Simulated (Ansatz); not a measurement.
# CH4AlClFN (SMILES C[NH][Al]([F])[Cl]) at 6 levels

Aim: a comparison of 6 runs (HF/STO-3G, HF/def2-SVP, HF/6-311G**, HF/cc-pVTZ, B3LYP/6-31G*, PBE0/def2-SVP) of CH4AlClFN. 

The results are computed with Ansatz 0.2.0.

3 further runs of the same task are left out: 3 set aside as unsound or not needed.

### Step 1. The structure to begin with

CH4AlClFN has 9 atoms, charge 0, and is taken as a singlet. As SMILES, `C[NH][Al]([F])[Cl]`. The coordinates come from a PBE0-D4/def2-TZVP relaxation. This is one conformer, not always the lowest.

Bond lengths: C1–N2 1.450 Å, N2–Al3 1.748 Å, Al3–F4 1.642 Å, Al3–Cl5 2.081 Å, C1–H6 1.096 Å, C1–H7 1.092 Å, C1–H8 1.096 Å, N2–H9 1.009 Å. Some angles: C1–N2–Al3 128.2°, N2–Al3–F4 119.7°, N2–Al3–Cl5 121.0°, F4–Al3–Cl5 119.3°, C1–N2–H9 112.7°, Al3–N2–H9 119.2°, N2–C1–H6 112.0°, N2–C1–H7 109.9°, N2–C1–H8 112.0°, H6–C1–H7 107.3°.

### Step 2. Energy and forces at HF/STO-3G (run 1)

job.yaml

```yaml
crystal:
  periodic: [false, false, false]
  atoms:
    - {symbol: C, position_ang: [-1.168300, -0.494200, -0.390400]}
    - {symbol: "N", position_ang: [0.174800, 0.038000, -0.516400]}
    - {symbol: Al, position_ang: [1.265400, 0.531400, 0.756800]}
    - {symbol: F, position_ang: [0.791600, 0.412000, 2.324700]}
    - {symbol: Cl, position_ang: [3.160400, 1.270200, 0.318800]}
    - {symbol: H, position_ang: [-1.253000, -1.500600, -0.815000]}
    - {symbol: H, position_ang: [-1.444800, -0.561600, 0.663500]}
    - {symbol: H, position_ang: [-1.911000, 0.143300, -0.882500]}
    - {symbol: H, position_ang: [0.473500, 0.115200, -1.476600]}
basis:
  gaussian: {orbitals: STO-3G}
total_charge: 0
hamiltonian: {xc: hf}
accuracy: high
output: {forces: true, orbitals: {seedname: orbitals}}
```

On the command line:

```bash
$ ansatz run job.yaml --threads 1 --pin off --max-ram 2610MiB --events-out events.jsonl --progress --plain --runs-dir runs
```

The program printed:

```text
Warning: RAYON_NUM_THREADS=1 ignored (pool sized by the plan → 1); use --threads N
Functional definition: HF
  name "HF"
  exchange = exact_x
  correlation = 0
738 factors; integrals over basis functions are off by at most 3.5e-8 eV
mean field evaluation 1: about -24087.0058 eV, gradient 2.6e1 eV
mean field evaluation 2: about -24087.1336 eV, gradient 2.6e1 eV
mean field evaluation 4: about -24089.8496 eV, gradient 1.3e0 eV
mean field evaluation 8: about -24089.8573 eV, gradient 3.1e-2 eV
mean field -24089.85733970 eV, -885.2859285422 hartree, gradient 9.5e-8 eV, S^2 0.000000; 0 other end points of the search recorded, 0 dependent functions left out
the calculation of the forces begins
reference -24089.85733970 eV, -885.2859285422 hartree; 28, 28 occupied and 9, 9 virtual orbitals, 738 factors
Total energy: -24089.85733970 eV, -885.2859285422 hartree
Atom 0 at    -1.168300    -0.494200    -0.390400 Å, force    -0.486240    -0.194857     0.072105 eV/Å
Atom 1 at     0.174800     0.038000    -0.516400 Å, force     1.805187     0.785899     1.450138 eV/Å
Atom 2 at     1.265400     0.531400     0.756800 Å, force    -1.300644    -0.488562     0.702315 eV/Å
Atom 3 at     0.791600     0.412000     2.324700 Å, force     0.561921     0.154711    -1.558676 eV/Å
Atom 4 at     3.160400     1.270200     0.318800 Å, force    -0.391039    -0.155541     0.020856 eV/Å
Atom 5 at    -1.253000    -1.500600    -0.815000 Å, force    -0.096861     0.080836     0.006963 eV/Å
Atom 6 at    -1.444800    -0.561600     0.663500 Å, force    -0.010103    -0.006104    -0.061078 eV/Å
Atom 7 at    -1.911000     0.143300    -0.882500 Å, force    -0.017448    -0.122414     0.013327 eV/Å
Atom 8 at     0.473500     0.115200    -1.476600 Å, force    -0.064773    -0.053967    -0.645950 eV/Å
Dipole moment:    -0.500164    -0.205691    -0.122453 e Å
```

It took 1.1 s on 1 thread of Arm Neoverse V1, shared host; peak memory 0.092 GiB.

### Step 3. Energy and gradient at HF/def2-SVP (run 2)

input.yaml

```yaml
crystal:
  periodic: [false, false, false]
  atoms:
    - symbol: C
      position_ang: [-1.168300, -0.494200, -0.390400]
    - symbol: "N"
      position_ang: [0.174800, 0.038000, -0.516400]
    - symbol: Al
      position_ang: [1.265400, 0.531400, 0.756800]
    - symbol: F
      position_ang: [0.791600, 0.412000, 2.324700]
    - symbol: Cl
      position_ang: [3.160400, 1.270200, 0.318800]
    - symbol: H
      position_ang: [-1.253000, -1.500600, -0.815000]
    - symbol: H
      position_ang: [-1.444800, -0.561600, 0.663500]
    - symbol: H
      position_ang: [-1.911000, 0.143300, -0.882500]
    - symbol: H
      position_ang: [0.473500, 0.115200, -1.476600]
basis:
  gaussian:
    orbitals: def2-SVP
output: {forces: true, orbitals: {seedname: orbitals}}
accuracy: high
hamiltonian:
  xc: hf
```

On the command line:

```bash
$ ansatz run input.yaml --threads 1 --pin off --max-ram 2610MiB --events-out events.jsonl --progress --plain --runs-dir runs
```

The program printed (excerpt; [...] marks lines left out):

```text
Warning: RAYON_NUM_THREADS=1 ignored (pool sized by the plan → 1); use --threads N
[... 2 set-up lines as earlier in the session ...]
[...]
2175 factors; integrals over basis functions are off by at most 5.7e-9 eV
[...]
mean field -24362.81985232 eV, -895.3171158603 hartree, gradient 1.3e-8 eV, S^2 0.000000; 0 other end points of the search recorded, 0 dependent functions left out
[...]
reference -24362.81985232 eV, -895.3171158603 hartree; 28, 28 occupied and 70, 70 virtual orbitals, 2175 factors
Total energy: -24362.81985232 eV, -895.3171158603 hartree
Atom 0 at    -1.168300    -0.494200    -0.390400 Å, force    -0.027171    -0.015074    -0.036230 eV/Å
Atom 1 at     0.174800     0.038000    -0.516400 Å, force     0.074640     0.019615    -0.225192 eV/Å
Atom 2 at     1.265400     0.531400     0.756800 Å, force    -0.100253    -0.044347    -0.101291 eV/Å
Atom 3 at     0.791600     0.412000     2.324700 Å, force    -0.004614     0.002626     0.108353 eV/Å
Atom 4 at     3.160400     1.270200     0.318800 Å, force     0.158439     0.063363    -0.000927 eV/Å
Atom 5 at    -1.253000    -1.500600    -0.815000 Å, force    -0.012008     0.069311     0.020974 eV/Å
Atom 6 at    -1.444800    -0.561600     0.663500 Å, force    -0.005479    -0.004029    -0.053689 eV/Å
Atom 7 at    -1.911000     0.143300    -0.882500 Å, force     0.036893    -0.055326     0.024270 eV/Å
Atom 8 at     0.473500     0.115200    -1.476600 Å, force    -0.120446    -0.036138     0.263733 eV/Å
Dipole moment:    -0.306519    -0.141462    -0.419205 e Å
```

Run time: 6 s. Hardware: 1 thread of Arm Neoverse V1, shared host; peak memory 0.3 GiB.

Run 3 isn't shown in full; the table further down has it.

### Step 4. Energy and gradient at HF/cc-pVTZ (run 4)

in.yaml

```yaml
crystal:
  periodic: [false, false, false]
  atoms:
    - symbol: C
      position_ang: [-1.168300, -0.494200, -0.390400]
    - symbol: N
      position_ang: [0.174800, 0.038000, -0.516400]
    - symbol: Al
      position_ang: [1.265400, 0.531400, 0.756800]
    - symbol: F
      position_ang: [0.791600, 0.412000, 2.324700]
    - symbol: Cl
      position_ang: [3.160400, 1.270200, 0.318800]
    - symbol: H
      position_ang: [-1.253000, -1.500600, -0.815000]
    - symbol: H
      position_ang: [-1.444800, -0.561600, 0.663500]
    - symbol: H
      position_ang: [-1.911000, 0.143300, -0.882500]
    - symbol: H
      position_ang: [0.473500, 0.115200, -1.476600]
basis:
  gaussian: {orbitals: cc-pVTZ}
magnetization: {spin_polarized: false}
output: {forces: true, orbitals: {seedname: orbitals}}
total_charge: 0
accuracy: high
hamiltonian: {xc: hf}
```

On the command line:

```bash
$ ansatz run in.yaml --threads 1 --pin off --max-ram 2610MiB --events-out events.jsonl --progress --plain --runs-dir runs
```

The program printed (excerpt; [...] marks lines left out):

```text
Warning: RAYON_NUM_THREADS=1 ignored (pool sized by the plan → 1); use --threads N
[... 2 set-up lines as earlier in the session ...]
[...]
3731 factors; integrals over basis functions are off by at most 7.6e-9 eV
[...]
mean field -24375.89570945 eV, -895.7976447467 hartree, gradient 9.3e-8 eV, S^2 0.000000; 0 other end points of the search recorded, 0 dependent functions left out
[...]
reference -24375.89570945 eV, -895.7976447467 hartree; 28, 28 occupied and 186, 186 virtual orbitals, 3731 factors
Total energy: -24375.89570945 eV, -895.7976447467 hartree
Atom 0 at    -1.168300    -0.494200    -0.390400 Å, force    -0.369769    -0.149709     0.016242 eV/Å
Atom 1 at     0.174800     0.038000    -0.516400 Å, force     0.267402     0.085225    -0.489459 eV/Å
Atom 2 at     1.265400     0.531400     0.756800 Å, force    -0.293078    -0.108501     0.190080 eV/Å
Atom 3 at     0.791600     0.412000     2.324700 Å, force     0.110848     0.031952    -0.268464 eV/Å
Atom 4 at     3.160400     1.270200     0.318800 Å, force     0.156411     0.062519    -0.002265 eV/Å
Atom 5 at    -1.253000    -1.500600    -0.815000 Å, force     0.032107     0.329924     0.123443 eV/Å
Atom 6 at    -1.444800    -0.561600     0.663500 Å, force     0.077183     0.018099    -0.319207 eV/Å
Atom 7 at    -1.911000     0.143300    -0.882500 Å, force     0.245706    -0.205842     0.143698 eV/Å
Atom 8 at     0.473500     0.115200    -1.476600 Å, force    -0.226809    -0.063668     0.605931 eV/Å
Dipole moment:    -0.299316    -0.137540    -0.396284 e Å
```

It took 39 s on 1 thread of Arm Neoverse V1, shared host; peak memory 1.2 GiB.

Run 5 isn't shown in full; the table further down has it.

### Step 5. Energy and gradient at PBE0/def2-SVP (run 6)

molecule.yaml

```yaml
crystal:
  periodic: [false, false, false]
  atoms:
    - {symbol: C, position_ang: [-1.168300, -0.494200, -0.390400]}
    - {symbol: "N", position_ang: [0.174800, 0.038000, -0.516400]}
    - {symbol: Al, position_ang: [1.265400, 0.531400, 0.756800]}
    - {symbol: F, position_ang: [0.791600, 0.412000, 2.324700]}
    - {symbol: Cl, position_ang: [3.160400, 1.270200, 0.318800]}
    - {symbol: H, position_ang: [-1.253000, -1.500600, -0.815000]}
    - {symbol: H, position_ang: [-1.444800, -0.561600, 0.663500]}
    - {symbol: H, position_ang: [-1.911000, 0.143300, -0.882500]}
    - {symbol: H, position_ang: [0.473500, 0.115200, -1.476600]}
basis:
  gaussian: {orbitals: def2-SVP}
hamiltonian: {xc: pbe0}
accuracy: high
output: {forces: true, orbitals: {seedname: orbitals}}
```

On the command line:

```bash
$ ansatz run molecule.yaml --threads 1 --pin off --max-ram 2610MiB --events-out events.jsonl --progress --plain --runs-dir runs
```

The program printed (excerpt; [...] marks lines left out):

```text
Warning: RAYON_NUM_THREADS=1 ignored (pool sized by the plan → 1); use --threads N
Functional definition: PBE0
  name "PBE0"
[...]
2175 factors; integrals over basis functions are off by at most 5.7e-9 eV
[...]
mean field -24410.53351925 eV, -897.0705607786 hartree, gradient 2.9e-8 eV, S^2 0.000000; 0 other end points of the search recorded, 0 dependent functions left out
[...]
reference -24410.53352206 eV, -897.0705608817 hartree; 28, 28 occupied and 70, 70 virtual orbitals, 2175 factors
Total energy: -24410.53352206 eV, -897.0705608817 hartree
Atom 0 at    -1.168300    -0.494200    -0.390400 Å, force     0.420374     0.163529    -0.052496 eV/Å
Atom 1 at     0.174800     0.038000    -0.516400 Å, force    -0.244097    -0.092269     0.134620 eV/Å
Atom 2 at     1.265400     0.531400     0.756800 Å, force     0.157654     0.048435    -0.334088 eV/Å
Atom 3 at     0.791600     0.412000     2.324700 Å, force    -0.147149    -0.035629     0.528531 eV/Å
Atom 4 at     3.160400     1.270200     0.318800 Å, force     0.126857     0.049640    -0.025090 eV/Å
Atom 5 at    -1.253000    -1.500600    -0.815000 Å, force    -0.066826    -0.278256    -0.109683 eV/Å
Atom 6 at    -1.444800    -0.561600     0.663500 Å, force    -0.099156    -0.027839     0.278774 eV/Å
Atom 7 at    -1.911000     0.143300    -0.882500 Å, force    -0.238708     0.148368    -0.129076 eV/Å
Atom 8 at     0.473500     0.115200    -1.476600 Å, force     0.091051     0.024021    -0.291492 eV/Å
Dipole moment:    -0.308577    -0.142016    -0.413217 e Å
```

Run time: 14 s. Hardware: 1 thread of Arm Neoverse V1, shared host; peak memory 0.36 GiB.

### Step 6. Overview of the runs

```tsv
run	level	Cartesian functions	energy (Eh)	dipole moment (D)	HOMO energy (eV)	LUMO energy (eV)	wall time
1	HF/STO-3G	no	-885.285929	2.66	-8.06	9.20	1.1 s
2	HF/def2-SVP	no	-895.317116	2.59	-10.57	2.56	6 s
3	HF/6-311G**	no	-895.749944	2.77	-10.61	2.34	9 s
4	HF/cc-pVTZ	no	-895.797645	2.48	-10.57	2.35	39 s
5	B3LYP/6-31G* (Cartesian functions)	yes	-897.911180	2.68	-6.82	-0.72	14 s
6	PBE0/def2-SVP	no	-897.070561	2.57	-7.13	-0.33	14 s
```

### Step 7. Summary of results

| quantity | value |
| --- | --- |
| run 6: total energy | -897.07056 Eh |
| run 6: dipole moment | 2.57 D |
| run 6: HOMO energy | -7.13 eV |
| run 6: LUMO energy | -0.33 eV |
| run 6: HOMO–LUMO gap | 6.79 eV |
| run 6: largest force on an atom | 0.550 eV/Å |

**Reading.** The dipole moment (its size) runs from 2.48 D (HF/cc-pVTZ) to 2.77 D (HF/6-311G**). The HOMO–LUMO gap runs from 6.11 eV (B3LYP/6-31G*) to 17.26 eV (HF/STO-3G). The two ends differ in method and basis. Totals of different functionals can't be ranked against each other. In run 1 the basis is minimal, so the values are rough. All runs together took 82 s, the longest 39 s.
